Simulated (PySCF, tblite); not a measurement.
**C₅H₆N₃P: geometry, infrared bands and NMR shifts**

Wanted: the infrared bands and NMR shifts of C₅H₆N₃P (`CCn1ncpc1C#N`), by calculation.

The runs use tblite 0.8.0 and PySCF 2.14.0, with density-fitted response routines of our own; the level of theory stands in each step. All values are computed, except where a source is named. Atoms are numbered from 0 throughout.

**1. The molecule as given**

15 atoms, charge 0, multiplicity 1; geometry from: force field or distance geometry start.

Bonds of the start (Å): C0–C1 1.51, C1–N2 1.46, N2–N3 1.35, N3–C4 1.33, C4–P5 1.83, P5–C6 1.84, C6–C7 1.42, C7–N8 1.16, C6–N2 1.38, C0–H9 1.08, C0–H10 1.10, C0–H11 1.11, C1–H12 1.11, C1–H13 1.09, C4–H14 1.08.

**2. Optimising the geometry with GFN2-xTB**

The job: settings as JSON, then the geometry in Å.

```
{"job": {"kind": "relax", "xc": "GFN2-xTB", "basis": "xTB"}, "charge": 0, "multiplicity": 1}
C     -1.538700    -1.193500    -0.504400
C     -0.863000    -0.544500     0.677800
N      0.443400     0.016200     0.335900
N      1.529900    -0.776100     0.437100
C      2.614100    -0.089900     0.087200
P      2.445900     1.651300    -0.459400
C      0.668700     1.304200    -0.117900
C     -0.334900     2.285700    -0.309200
N     -1.193300     3.045000    -0.461000
H     -0.940000    -1.995400    -0.923000
H     -1.735000    -0.460600    -1.298600
H     -2.512800    -1.619500    -0.199900
H     -0.692100    -1.288700     1.486800
H     -1.472600     0.245100     1.113900
H      3.576000    -0.571300     0.112900
```

Run with:

```sh
$ OMP_NUM_THREADS=1 python probes_run.py task.json out
```

This one command runs all jobs of the session in turn.

**Question.** This job is followed by: GFN2-xTB harmonic vibrations, gas phase; GIAO PBE0/pcSseg-1 NMR shielding, non-relativistic, gas phase. What will the session give for the following? strongest single infrared mode (GFN2-xTB); zero-point energy (GFN2-xTB); ¹³C shifts against TMS (PBE0/pcSseg-1); ¹H shifts against TMS (PBE0/pcSseg-1, means over atoms taken as alike); ¹⁵N shifts against NH3 (PBE0/pcSseg-1); ³¹P shifts against H3PO4 (PBE0/pcSseg-1).

The runs gave:

| quantity | value |
| --- | --- |
| strongest single infrared mode (GFN2-xTB) | 2348 cm⁻¹, 292 km/mol |
| zero-point energy (GFN2-xTB) | 67.8 kcal/mol |
| ¹³C shifts against TMS (PBE0/pcSseg-1) | 168.2, 146.8, 118.7, 52.4, 18.9 ppm |
| ¹H shifts against TMS (PBE0/pcSseg-1, means over atoms taken as alike) | 8.88, 4.75, 1.61 ppm |
| ¹⁵N shifts against NH3 (PBE0/pcSseg-1) | 387.2, 345.4, 270.1 ppm |
| ³¹P shifts against H3PO4 (PBE0/pcSseg-1) | 181.0 ppm |

In words: Over 68 steps the energy fell by 0.391 eV; of the close pairs, P5–C6 changed most, 1.843 to 1.745 Å. All 39 modes are real, so the xTB geometry is a minimum. The strongest single mode, at 2348 cm⁻¹, moves mainly C7 and N8. GFN2-xTB is a fitted tight-binding method: band positions and strengths are rough. Its intensities can rank the bands wrongly. At PBE0/pcSseg-1: Shielding is most anisotropic at N3 (span 556 ppm, paramagnetic term -443 ppm). NICS(1)zz of -30 ppm above the planar ring from N2 marks a diatropic (aromatic) ring current.
